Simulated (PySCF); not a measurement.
# CeF2: other functionals and bases at one geometry

How far do other levels of theory move the description of CeF2, and what does each cost? It is a constructed species; whether it can be made isn't addressed.

Computed with PySCF 2.14.0. Level: several levels, as the steps say, no spin–orbit coupling.

1 further run of the same task is left out (for a known fault of the program).

### Step 1. Where the work starts

3 atoms, charge 0, spin multiplicity 1.

Bond lengths: Ce1–F2 2.175 Å, Ce1–F3 2.175 Å. Angles: F2–Ce1–F3 117.1°.

As a file:

```mol
CeF2
  3D, bonds by distance, orders not assigned

  3  2  0  0  0  0  0  0  0  0999 V2000
    0.0000    0.0000   -0.3287 Ce  0  0
    1.8553   -0.0000    0.8060 F   0  0
   -1.8553    0.0000    0.8060 F   0  0
  1  2  8  0
  1  3  8  0
M  END
```

Formal oxidation states: Ce +2. Each metal's 2 4f electrons lie in its core potential, so multiplicities, spins and levels count the valence alone. For divalent La, Ce, Gd or Lu the extra electron is normally 5d or 6s, so this core forces an excited configuration. An earlier session relaxed this geometry at PBE0, Ce lcecp-0-SVP with ECP48, F def2-SVP (singlet, point group C2v).

At PBE0 on the finer grid: E = -226.136155 Eh, frontier levels not given, since the 4f levels lie in the core, Mulliken charge on Ce1 +1.06 e, largest force component 0.002 eV/Å. 

Levels to run: r2SCAN; PBE; PBE0, TZVP. Hardware: 2 threads of Arm Neoverse V1, shared host.

### Step 2. r2SCAN

File run.py (the lines that set the calculation):

```python
mol = gto.M(atom='''
Ce     0.00000     0.00000    -0.32867
F      1.85525     0.00000     0.80597
F     -1.85525     0.00000     0.80597''',
    basis={'Ce': 'lcecp-0-SVP', 'F': 'def2-SVP'},
    ecp={'Ce': 'lcecp-0-SVP'},
    charge=0, spin=0)
mf = dft.RKS(mol, xc='R2SCAN')
mf.grids.atom_grid = (75, 302)  # f atoms: unpruned, at least (60, 302)
mf = mf.density_fit()  # fitting sets: Ce AutoAux, F def2-universal-JKFIT
mf.conv_tol = 1e-08; mf.max_cycle = 55
mf.kernel(dm0)  # dm0: the density of the relaxed state
```

The run is started by

```bash
> OMP_NUM_THREADS=2 python run.py
```

### Step 3. PBE

run.py (the lines that set the calculation): that of step 2 with these lines changed.

```diff
@@ -7,3 +7,3 @@
     charge=0, spin=0)
-mf = dft.RKS(mol, xc='R2SCAN')
+mf = dft.RKS(mol, xc='PBE')
 mf.grids.atom_grid = (75, 302)  # f atoms: unpruned, at least (60, 302)
```

### Step 4. PBE0, TZVP

Basis: Ce lcecp-0-TZVP with ECP48, F def2-TZVP. 

File run.py (the lines that set the calculation):

```python
mol = gto.M(atom='''
Ce     0.00000     0.00000    -0.32867
F      1.85525     0.00000     0.80597
F     -1.85525     0.00000     0.80597''',
    basis={'Ce': 'lcecp-0-TZVP', 'F': 'def2-TZVP'},
    ecp={'Ce': 'lcecp-0-TZVP'},
    charge=0, spin=0)
mf = dft.RKS(mol, xc='PBE0')
mf.grids.atom_grid = (75, 302)  # f atoms: unpruned, at least (60, 302)
mf = mf.density_fit()  # fitting sets: Ce AutoAux, F def2-universal-JKFIT
mf.conv_tol = 1e-08; mf.max_cycle = 55
mf.kernel(dm0)  # dm0: free metal ions and neutral atoms
```

**Question.** What will these runs give? Wanted: for each run, charge on Ce1; dipole; largest force.

The runs gave:

| level | state | charge on Ce1 (e) | dipole (D) | largest force (eV/Å) | basis functions | time |
| --- | --- | --- | --- | --- | --- | --- |
| PBE0 (relaxed here) | singlet | 1.06 | 6.55 | 0.00 | 59 | 2.6 s |
| r2SCAN | singlet | 1.02 | 6.42 | 0.22 | 59 | 1.9 s |
| PBE | singlet | 0.91 | 6.06 | 0.22 | 59 | 1.7 s |
| PBE0, TZVP | singlet | 1.24 | 6.91 | 0.11 | 109 | 4.7 s |

Times are on 2 threads of Arm Neoverse V1, shared host; the first row also made further properties.

The largest leftover force, 0.22 eV/Å with r2SCAN, stands at a geometry relaxed at another level. The Mulliken charge on Ce spans +0.91 to +1.24 e over the levels. With 4f in the core, its levels are missing from HOMO and gap. Total energies of different levels can't be compared. Spin–orbit coupling is left out throughout.
